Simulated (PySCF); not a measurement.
CGeH6, in a box:

```
C Ge H
1.0
    13.00000    0.00000    0.00000
     0.00000   12.00000    0.00000
     0.00000    0.00000   13.00000
C Ge H
1 1 6
Direct
  0.46066 0.53215 0.42235
  0.50742 0.50113 0.56220
  0.37842 0.54997 0.42196
  0.50141 0.60398 0.39104
  0.47499 0.46051 0.37277
  0.48694 0.60198 0.63247
  0.62358 0.47632 0.56305
  0.45029 0.39953 0.60647
```

Base run:

| Property | Result |
| --- | --- |
| Program | PySCF 2.14.0 |
| Functional | B97-D |
| Dispersion | D3 |
| Potentials or basis | def2-svp (all-electron) |
| k mesh | 1 × 1 × 1 |
| Occupations | fixed |
| Spin | no spin polarisation |

Its results: gap between the frontier levels 8.21 eV.

Problem. After a change of settings the same cell gave: gap between the frontier levels 8.12 eV. Which change was it?
A. functional from B97-D to M06-L; dispersion from D3 to none
B. functional from B97-D to B3PW91
C. functional from B97-D to RPBE; dispersion from D3 to D3(BJ)

Solution. C.

Caveats: this is a molecule in a periodic box at the Γ point, so its band gap is the HOMO-LUMO gap; relativity is left out, which matters for the heavier elements; the basis of atomic orbitals isn't converged, which shifts pressures, moduli and gaps.

Not every run made on this cell is shown here.
